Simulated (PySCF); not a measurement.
# How the numerical set-up moves the result for LiIn⁺

Aim: see how much the energy and properties of LiIn⁺ depend on the numerical set-up.

Method: method and basis as typed in the scripts; program: PySCF 2.14.0.

6 further runs of the same task are left out: 2 for a known fault of the program, 4 that didn't finish.

## 1. The system as given

LiIn⁺: 2 atoms, charge 1, spin multiplicity 2.

No contacts short enough for the rule that draws bonds.

## 2. The run that the others are compared with

input.py reads:

```python
from pyscf import gto, scf, mp

mol = gto.M(
    atom='Li 0 0 0; In 0 0 2.914',
    basis='x2c-svpall',
    charge=1,
    spin=1,
    symmetry=True,
    verbose=4,
)
mf = scf.UHF(mol)
mf = mf.sfx2c1e()
mf.kernel()
mp.MP2(mf).kernel()
mf.dip_moment()
print('orbital energies (hartree):', [e[max(0, n-3):n+3].round(4) for e, n in zip(mf.mo_energy, mol.nelec)])
```

On the command line:

```console
OMP_NUM_THREADS=1 python input.py
```

Its log is not repeated here.

In short: E(SCF) = -5885.000246 Eh, 11 cycles, E(MP2) − E(SCF) = -0.05867 Eh, ⟨S²⟩ = 0.768.

The bond length is a typed value, not an optimised one. The dipole of an ion depends on the origin.

## 3. 3-21g (X2C off)

Run 1 changes basis set: x2c-svpall → 3-21g; spin-free X2C: on → off.

input.py reads:

```python
from pyscf import gto, scf, mp

mol = gto.M(
    atom='Li 0 0 0; In 0 0 2.914',
    basis='3-21g',
    charge=1,
    spin=1,
    symmetry=True,
    verbose=4,
)
mf = scf.UHF(mol)
mf.kernel()
mp.MP2(mf).kernel()
mf.dip_moment()
print('orbital energies (hartree):', [e[max(0, n-3):n+3].round(4) for e, n in zip(mf.mo_energy, mol.nelec)])
```

On the command line:

```console
OMP_NUM_THREADS=1 python input.py
```

## 4. Cartesian functions on

Run 2 changes Cartesian functions: off → on.

Changes to input.py since step 2:

```diff
@@ -8,2 +8,3 @@
     symmetry=True,
+    cart=True,
     verbose=4,
```

**Question.** What will these runs give? Wanted: for each run, E(SCF); from base; gap, α spin; after the SCF.

As calculated:

```
                   run  E(SCF) (hartree)  from base (eV)  cycles  gap, α spin (eV)  functions              after the SCF
                  base      -5885.000246               0      11              7.05         45  MP2 correlation -1.596 eV
       3-21g (X2C off)      -5721.957930  not comparable      10              6.86         40  MP2 correlation -0.650 eV
Cartesian functions on      -5885.009076         -0.2403      11              7.05         48  MP2 correlation -2.073 eV
```

**Reading.** Total energies from different bases, Hamiltonians or methods carry different errors, so properties are taken as differences within one set-up.
